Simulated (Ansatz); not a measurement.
**CH₄Cl₂GeOS: taking an electron away**

One table from this session's results is given with a row withheld; the runs are named, their logs left out.

The runs use Ansatz 0.2.0, Gaussian basis; unrestricted cation, the program's frozen cores in correlated methods.

Plan: UKS PBE-D4/def2-TZVPP; UKS r2SCAN-D4/def2-TZVPP; UKS PBE0-D4/def2-TZVPP; UKS B3LYP-D4/def2-TZVPP; UKS wB97X-V/def2-TZVPP; UKS wB97M-V/def2-TZVPP; then −ε(HOMO) from the neutral's earlier runs with LDA (SPW92), PBE-D4, revPBE-D4, BLYP-D4, r2SCAN-D4, B97M-V, PBE0-D4, B3LYP-D4, r2SCANh-D4, r2SCAN0-D4, HSE06-D4, BHLYP-D4, CAM-B3LYP-D4, LC-ωPBE, ωB97X-V, ωB97M-V.

### Structure used throughout

The geometry comes from an earlier relaxation with PBE0-D4 in a triple-zeta def2 set; it is a stationary point, not always the lowest conformer.

10 atoms, charge 0, spin multiplicity 1.

Atoms are counted from 1 here; the program's logs count them from 0.

Bond lengths: C1–O2 1.418 Å, C1–H7 1.091 Å, C1–H8 1.095 Å, C1–H9 1.095 Å, O2–Ge3 1.752 Å, Ge3–S4 2.196 Å, Ge3–Cl5 2.122 Å, Ge3–Cl6 2.135 Å, S4–H10 1.346 Å. Angles: O2–C1–H7 107.0°, O2–C1–H8 111.8°, O2–C1–H9 111.5°, H7–C1–H8 108.8°, H7–C1–H9 108.8°, H8–C1–H9 108.9°, C1–O2–Ge3 119.3°, O2–Ge3–S4 113.5°, O2–Ge3–Cl5 103.9°, O2–Ge3–Cl6 110.0°, S4–Ge3–Cl5 113.2°, S4–Ge3–Cl6 105.9°, Cl5–Ge3–Cl6 110.3°, Ge3–S4–H10 92.1°.

The first run:

Input file in.yaml:

```yaml
crystal:
  periodic: [false, false, false]
  atoms:
    - {symbol: C, position_ang: [0.226052, -1.566070, 0.392493]}
    - {symbol: O, position_ang: [-0.752279, -0.673068, -0.113334]}
    - {symbol: Ge, position_ang: [-0.491688, 1.053671, 0.026154]}
    - {symbol: S, position_ang: [1.329292, 1.749405, -0.986023]}
    - {symbol: Cl, position_ang: [-2.265372, 1.903525, -0.769955]}
    - {symbol: Cl, position_ang: [-0.265189, 1.595631, 2.078734]}
    - {symbol: H, position_ang: [-0.099920, -2.574901, 0.136353]}
    - {symbol: H, position_ang: [1.209067, -1.388181, -0.056471]}
    - {symbol: H, position_ang: [0.313319, -1.489618, 1.480838]}
    - {symbol: H, position_ang: [0.879619, 1.338406, -2.185789]}
basis:
  gaussian: {orbitals: def2-TZVPP}
total_charge: 1
magnetization: {spin_polarized: true, initial_magnetization: 1}
hamiltonian: {xc: pbe, dispersion: d4}
```

On the command line:

```console
> ansatz run in.yaml --threads 2 --pin off --events-out ev --progress --plain --max-ram 32768MiB --backend cpu
```

Among the steps run: Cation, UKS PBE-D4/def2-TZVPP; Cation, UKS r2SCAN-D4/def2-TZVPP; Cation, UKS PBE0-D4/def2-TZVPP; Cation, UKS B3LYP-D4/def2-TZVPP; Cation, UKS wB97X-V/def2-TZVPP; Cation, UKS wB97M-V/def2-TZVPP.

One table of the session follows, with a row left open; its other results are not shown here.

It belongs to the step «Ionisation energies side by side». Orbital estimates, from the neutral's runs:

```
  functional  −ε(HOMO) (eV)
 LDA (SPW92)           7.03
      PBE-D4           6.89
   revPBE-D4           6.83
     BLYP-D4           6.71
   r2SCAN-D4           7.21
      B97M-V           7.30
     PBE0-D4              ?
    B3LYP-D4           7.93
  r2SCANh-D4           7.70
  r2SCAN0-D4           8.42
    HSE06-D4           7.80
    BHLYP-D4           9.34
CAM-B3LYP-D4           9.55
     LC-ωPBE          11.00
     ωB97X-V          10.62
     ωB97M-V          10.43
```

Q: Estimate the row for PBE0-D4 from the others.

**Answer.** −ε(HOMO) (eV): 8.21. In the column «−ε(HOMO) (eV)» it lies between B3LYP-D4 (7.93) and r2SCAN0-D4 (8.42).
